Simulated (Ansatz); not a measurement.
# CH9B3Si: the cost of one run

Method: UKS PBE-D4/6-31G, in Ansatz 0.2.0.

## (1) The structure to begin with

Bond lengths: B1–Si2 1.913 Å, Si2–B3 1.917 Å, B3–B4 1.729 Å, B3–C5 1.599 Å, B1–H6 1.242 Å, B1–H7 1.153 Å, Si2–H8 1.464 Å, Si2–H9 1.448 Å, B4–H10 1.112 Å, B4–H11 1.237 Å, C5–H12 1.143 Å, C5–H13 1.055 Å, C5–H14 1.111 Å. Angles (14 of 21 angles, heavy atoms first): B1–Si2–B3 108.7°, Si2–B3–B4 121.7°, Si2–B3–C5 122.1°, B4–B3–C5 116.2°, B1–Si2–H8 112.0°, B1–Si2–H9 107.3°, B3–Si2–H8 107.4°, B3–Si2–H9 109.4°, Si2–B1–H6 118.9°, Si2–B1–H7 122.8°, B3–B4–H10 123.6°, B3–B4–H11 114.4°, B3–C5–H12 108.4°, B3–C5–H13 111.8°.

Coordinates:

```xyz
14

B    -2.1143   -0.1117    1.2819
Si   -1.2263   -0.6403   -0.3280
B     0.5864   -0.0208   -0.2613
B     1.6801   -0.5437    0.9718
C     1.1852    0.9744   -1.3610
H    -2.2486    1.0992    1.5228
H    -2.5987   -0.8683    2.0050
H    -1.8463   -0.0501   -1.5162
H    -1.2393   -2.0880   -0.3707
H     2.7291   -0.1853    1.0565
H     1.1788   -1.2983    1.8134
H     1.5449    1.9226   -0.8330
H     1.9885    0.5377   -1.8883
H     0.3676    1.2434   -2.0640
```

## (2) End point A

The input, input.yaml:

```yaml
crystal:
  periodic: [false, false, false]
  atoms:
    - { symbol: B, position_ang: [-2.1143, -0.1117, 1.2819] }
    - { symbol: Si, position_ang: [-1.2263, -0.6403, -0.328] }
    - { symbol: B, position_ang: [0.5864, -0.0208, -0.2613] }
    - { symbol: B, position_ang: [1.6801, -0.5437, 0.9718] }
    - { symbol: C, position_ang: [1.1852, 0.9744, -1.361] }
    - { symbol: H, position_ang: [-2.2486, 1.0992, 1.5228] }
    - { symbol: H, position_ang: [-2.5987, -0.8683, 2.005] }
    - { symbol: H, position_ang: [-1.8463, -0.0501, -1.5162] }
    - { symbol: H, position_ang: [-1.2393, -2.088, -0.3707] }
    - { symbol: H, position_ang: [2.7291, -0.1853, 1.0565] }
    - { symbol: H, position_ang: [1.1788, -1.2983, 1.8134] }
    - { symbol: H, position_ang: [1.5449, 1.9226, -0.833] }
    - { symbol: H, position_ang: [1.9885, 0.5377, -1.8883] }
    - { symbol: H, position_ang: [0.3676, 1.2434, -2.064] }
magnetization:
  spin_polarized: true
basis:
  gaussian: { orbitals: "6-31G" }
hamiltonian:
  xc: pbe
  dispersion: d4
relax:
  f_tol: 0.02
  max_steps: 50
```

Launch:

```sh
ansatz run input.yaml --threads 2 --pin off --max-ram 3072MiB --backend cpu --events-out ev --progress --plain --runs-dir out
```

What time and memory should one allow on 2 threads of Arm Neoverse V1, shared host?

About 2.2 min, with a peak of 0.18 GiB.
